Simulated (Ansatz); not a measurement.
**SnH− (singlet): wave-function methods side by side at distance Sn1–H2 = 4.905 Å, def2-SVPD**

An exercise on one series of results from a longer session: the logs are not shown, and one member is left open.

Computed with Ansatz 0.2.0, Gaussian basis. Level: def2-SVPD, core rule «outside noble gas», up to 9 orbitals frozen.

The runs, in order: UHF; CCSD(T) on RHF; CCSD(T) on UHF; BCCD(T) on RHF; CISD; CCSDT(Q) on RHF; CCSDT(Q) on UHF; CASSCF and MRCISD+Q, 2 electrons in 2 orbitals; CASSCF and NEVPT2, 2 electrons in 2 orbitals; CASSCF and MRCISD+Q, 6 electrons in 5 orbitals; CASSCF and NEVPT4(SD), 6 electrons in 5 orbitals; CASSCF and NEVPT2, 6 electrons in 5 orbitals; Full CI.

19 further runs of the same task are left out: 11 that didn't finish, 8 set aside as unsound or not needed. Runs told in other sessions of the task aren't counted.

### The geometry

The geometry derives from a PBE0/def2-TZVPD stationary point (not a proven minimum). One bond is set to the value named and the two fragments are kept rigid. No spin-orbit coupling is included. Elements past krypton take def2 core potentials.

2 atoms, charge -1, spin multiplicity 1.

Atoms are counted from 1 here; the program's logs count them from 0.

No contacts short enough for the rule that draws bonds.

The first run:

File in.yaml:

```yaml
crystal:
  periodic: [false, false, false]
  atoms:
    - {symbol: Sn, position_ang: [0.000000, 0.000000, 0.000000]}
    - {symbol: H, position_ang: [0.000000, 0.000000, 4.905000]}
basis:
  gaussian: {orbitals: def2-SVPD}
total_charge: -1
magnetization: {spin_polarized: true, initial_magnetization: 0}
hamiltonian: {xc: hf}
output: {orbitals: {seedname: orbitals}}
```

Run with:

```console
$ ansatz run in.yaml --threads 1 --pin off --events-out ev --progress --plain --max-ram 2393MiB
```

Among the steps run: UHF; CCSD(T) on RHF; CCSD(T) on UHF; BCCD(T) on RHF; CISD; CCSDT(Q) on RHF; CCSDT(Q) on UHF; CASSCF and MRCISD+Q, 2 electrons in 2 orbitals; CASSCF and NEVPT2, 2 electrons in 2 orbitals; CASSCF and MRCISD+Q, 6 electrons in 5 orbitals; CASSCF and NEVPT4(SD), 6 electrons in 5 orbitals; CASSCF and NEVPT2, 6 electrons in 5 orbitals; Full CI.

One table of the session follows, with a row left open; its other results are not shown here.

| method | from FCI (kcal/mol) |
| --- | --- |
| RHF | +82.76 |
| RMP2 | +36.76 |
| CISD | +20.76 |
| RCCSD | +10.57 |
| RCCSD(T) | -4.48 |
| BCCD(T) | +3.24 |
| RCCSDT | +0.94 |
| RCCSDT(Q) | -3.22 |
| CASSCF valence | +44.04 |
| NEVPT2 valence | +11.97 |
| NEVPT4(SD) valence | ? |
| MRCISD valence | +2.44 |
| MRCISD+Q valence | -0.59 |
| FCI | 0 |

Estimate the missing values for NEVPT4(SD) valence.

The run gave: from FCI (kcal/mol): +1.20. In the column «from FCI (kcal/mol)» it lies between RCCSDT (+0.94) and MRCISD valence (+2.44).

Left out of the table: CASSCF pair, NEVPT2 pair, MRCISD pair, MRCISD+Q pair (the active space lost an orbital or holds another state than full CI finds).

Limits of these values: The report flags that the cluster equations may have other roots. Left out of the table: UHF, UMP2, UCCSD, UCCSD(T), UCCSDT, UCCSDT(Q) (another determinant or state than the rows shown). The program flags RCCSD(T), RCCSDT(Q) as in doubt, so those rows may rest on another solution. RCCSD(T), RCCSDT(Q), MRCISD+Q valence fall below full CI, which methods that aren't variational can do.
